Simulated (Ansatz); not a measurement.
# [GeH3]− (SMILES [H][Ge-]([H])[H]): CCSDT/STO-3G

Aim: the energy change on altering one bond length of [GeH3]− at CCSDT/STO-3G, from 2 runs. 

The calculation is run with Ansatz 0.2.0.

5 further runs of the same task are left out: 4 that didn't finish, 1 set aside as unsound or not needed.

### Step 1. The structure to begin with

[GeH3]−: 4 atoms, total charge -1, spin state singlet. As SMILES, `[H][Ge-]([H])[H]`. The shape comes from GFN2-xTB, which is rough for such elements, and wasn't checked as a minimum.

Bond lengths: Ge1–H2 1.752 Å, Ge1–H3 1.754 Å, Ge1–H4 1.756 Å. Angles: H2–Ge1–H3 89.1°, H2–Ge1–H4 89.3°, H3–Ge1–H4 89.6°.

### Step 2. A single-point energy at CCSDT/STO-3G

job.yaml reads:

```yaml
crystal:
  periodic: [false, false, false]
  atoms:
    - {symbol: Ge, position_ang: [-0.007520, 0.005800, 0.768010]}
    - {symbol: H, position_ang: [1.421950, -0.031460, -0.244430]}
    - {symbol: H, position_ang: [-0.677460, 1.249470, -0.271720]}
    - {symbol: H, position_ang: [-0.736970, -1.223820, -0.251850]}
basis:
  gaussian: {orbitals: STO-3G}
accuracy: high
correlation: {method: ccsdt, frozen_orbitals: {Ge: 9, H: 0}}
total_charge: -1
scf: {omitted_lower_state_checks: [cluster_reference, increment]}
```

On the command line:

```bash
$ ansatz run job.yaml --threads 1 --pin off --max-ram 2610MiB --events-out events.jsonl --progress --plain --runs-dir runs
```

Output (excerpt; [...] marks lines left out):

```text
Warning: RAYON_NUM_THREADS=1 ignored (pool sized by the plan → 1); use --threads N
Functional definition: HF
  name "HF"
[...]
256 factors; integrals over basis functions are off by at most 1.4e-8 eV
[...]
mean field -55871.40493718 eV, -2053.2362604431 hartree, gradient 3.8e-8 eV, S^2 0.000000; 0 other end points of the search recorded, 0 dependent functions left out
9 core orbitals not correlated: weight in the atoms' cores, before any rotation towards them, 1.000 or more for the frozen orbitals, at most 0.000 for the correlated occupied ones
reference -55871.40493718 eV, -2053.2362604431 hartree; 9, 9 occupied and 3, 3 virtual orbitals, 256 factors
second order -1.23181388 eV of doubles, -0.00000000 eV of singles
cycle   1  -1.63194244 eV  change   -4.0e-1 eV  update   6.3e-2
[...]
cycle  22  -1.89749685 eV  change  -3.6e-10 eV  update  5.5e-10
Total energy: -55873.30243403 eV, -2053.3059921661 hartree
Checks for a lower state left out: cluster_reference, increment
```

Wall time 0.24 s (1 thread of Arm Neoverse V1, shared host).

### Step 3. The distorted shape

job.yaml reads:

```yaml
crystal:
  periodic: [false, false, false]
  atoms:
    - {symbol: Ge, position_ang: [0.174831, 0.313185, 1.022959]}
    - {symbol: H, position_ang: [1.604301, 0.275925, 0.010519]}
    - {symbol: H, position_ang: [-0.495109, 1.556855, -0.016771]}
    - {symbol: H, position_ang: [-0.736970, -1.223820, -0.251850]}
basis:
  gaussian:
    orbitals: STO-3G
total_charge: -1
correlation:
  method: ccsdt
  frozen_orbitals: {Ge: 9, H: 0}
accuracy: high
scf:
  omitted_lower_state_checks: [cluster_reference, increment]
```

On the command line:

```bash
$ ansatz run job.yaml --threads 1 --pin off --max-ram 2610MiB --events-out events.jsonl --progress --plain --runs-dir runs
```

Output (excerpt; [...] marks lines left out):

```text
Warning: RAYON_NUM_THREADS=1 ignored (pool sized by the plan → 1); use --threads N
[... 2 set-up lines as earlier in the session ...]
[...]
255 factors; integrals over basis functions are off by at most 1.9e-8 eV
[...]
mean field -55869.46330361 eV, -2053.1649067253 hartree, gradient 1.7e-8 eV, S^2 0.000000; 0 other end points of the search recorded, 0 dependent functions left out; unrestricted orbitals would lower it
9 core orbitals not correlated: weight in the atoms' cores, before any rotation towards them, 1.000 or more for the frozen orbitals, at most 0.000 for the correlated occupied ones
reference -55869.46330361 eV, -2053.1649067253 hartree; 9, 9 occupied and 3, 3 virtual orbitals, 255 factors
second order -1.47140245 eV of doubles, -0.00000000 eV of singles
cycle   1  -1.95241977 eV  change   -4.8e-1 eV  update   8.4e-2
[...]
cycle  25  -2.33377287 eV  change   2.8e-10 eV  update   1.7e-9
Total energy: -55871.79707648 eV, -2053.2506712963 hartree
Checks for a lower state left out: cluster_reference, increment
```

It took 0.24 s on 1 thread of Arm Neoverse V1, shared host.

### Step 4. What came out

At CCSDT/STO-3G, 9 core orbitals frozen:

```
                                                          quantity           value
                                         first shape: total energy  -2053.30599 Eh
          first shape: correlation energy (9 core orbitals frozen)       -69.7 mEh
                                        first shape: T1 diagnostic           0.008
                                     distorted shape: total energy  -2053.25067 Eh
      distorted shape: correlation energy (9 core orbitals frozen)       -85.8 mEh
                                    distorted shape: T1 diagnostic           0.015
energy change with the Ge1–H4 bond stretched from 1.756 to 2.195 Å        1.505 eV
```

With the Ge1–H4 bond stretched from 1.756 to 2.195 Å the energy rises by 1.51 eV (35 kcal/mol). The first shape isn't relaxed at this level, so the change isn't measured from a minimum. The minimal basis adds a large error of its own. The restricted solution (distorted shape) is unstable to spin breaking: an unrestricted one lies lower.
